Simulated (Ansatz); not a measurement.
# CH₅MoNOS₂: basis-set convergence

One table from this session's results is given with a row withheld; the runs are named, their logs left out.

Program: Ansatz 0.2.0, Gaussian basis. Level of theory: one geometry, several basis sets. These are calculated values, not measurements.

Plan: PBE0-D4/def2-SVP; ωB97M-V/def2-SVP; PBE0-D4/def2-QZVPP; ωB97M-V/def2-QZVPP; the functionals' def2-TZVPP values are taken from earlier runs.

## The relaxed structure

An earlier PBE0-D4 in a triple-zeta def2 set relaxation fixed the geometry. Mo takes the def2 core potential; no spin-orbit term is included.

SMILES `C[O][Mo]([NH2])(=[S])=[S]`, 11 atoms, charge 0, spin multiplicity 1.

Atoms are counted from 1 here; the program's logs count them from 0.

Bond lengths: C1–O2 1.405 Å, C1–H7 1.093 Å, C1–H8 1.094 Å, C1–H9 1.094 Å, O2–Mo3 1.847 Å, Mo3–N4 1.911 Å, Mo3–S5 2.107 Å, Mo3–S6 2.106 Å, N4–H10 1.009 Å, N4–H11 1.009 Å. Angles: O2–C1–H7 108.4°, O2–C1–H8 110.4°, O2–C1–H9 110.6°, H7–C1–H8 108.9°, H7–C1–H9 109.5°, H8–C1–H9 109.1°, C1–O2–Mo3 133.3°, O2–Mo3–N4 110.5°, O2–Mo3–S5 109.3°, O2–Mo3–S6 108.5°, N4–Mo3–S5 108.7°, N4–Mo3–S6 107.7°, S5–Mo3–S6 112.2°, Mo3–N4–H10 123.6°, Mo3–N4–H11 123.5°, H10–N4–H11 112.2°.

Set-up of the first run:

File in.yaml:

```yaml
crystal:
  periodic: [false, false, false]
  atoms:
    - {symbol: C, position_ang: [-0.523410, -1.172795, 1.554478]}
    - {symbol: O, position_ang: [0.512298, -0.477001, 0.907772]}
    - {symbol: Mo, position_ang: [0.537789, 0.925312, -0.293731]}
    - {symbol: N, position_ang: [0.226656, 0.289593, -2.068880]}
    - {symbol: S, position_ang: [2.424323, 1.860884, -0.232585]}
    - {symbol: S, position_ang: [-1.023386, 2.250591, 0.195662]}
    - {symbol: H, position_ang: [-0.092744, -1.741314, 2.382212]}
    - {symbol: H, position_ang: [-1.006503, -1.867855, 0.860718]}
    - {symbol: H, position_ang: [-1.272750, -0.475576, 1.942114]}
    - {symbol: H, position_ang: [-0.682801, 0.275594, -2.505362]}
    - {symbol: H, position_ang: [0.965829, 0.075566, -2.721698]}
basis:
  gaussian: {orbitals: def2-SVP}
hamiltonian: {xc: pbe0, dispersion: d4}
output: {orbitals: {seedname: orbitals}}
```

Started as:

```bash
> ansatz run in.yaml --threads 4 --pin off --events-out ev --progress --plain --max-ram 11315MiB
```

Steps of the session up to this table: PBE0-D4 in def2-SVP; ωB97M-V in def2-SVP; PBE0-D4 in def2-QZVPP; ωB97M-V in def2-QZVPP.

One of the session's tables, all rows but one given; the rest of the session is left out.

It belongs to the step «Density functionals: the series». 

| functional | basis | HOMO (eV) | LUMO (eV) |
| --- | --- | --- | --- |
| PBE0-D4 | def2-SVP | -7.03 | -2.81 |
| PBE0-D4 | def2-TZVPP | ? | ? |
| PBE0-D4 | def2-QZVPP | -7.08 | -2.89 |
| ωB97M-V | def2-SVP | -8.99 | -0.81 |
| ωB97M-V | def2-TZVPP | -9.06 | -0.93 |
| ωB97M-V | def2-QZVPP | -9.08 | -0.97 |

**Question.** Estimate the row for PBE0-D4, def2-TZVPP.

**Answer.** HOMO (eV): -7.07; LUMO (eV): -2.88. In the column «HOMO (eV)» it lies between PBE0-D4, def2-QZVPP (-7.08) and PBE0-D4, def2-SVP (-7.03).
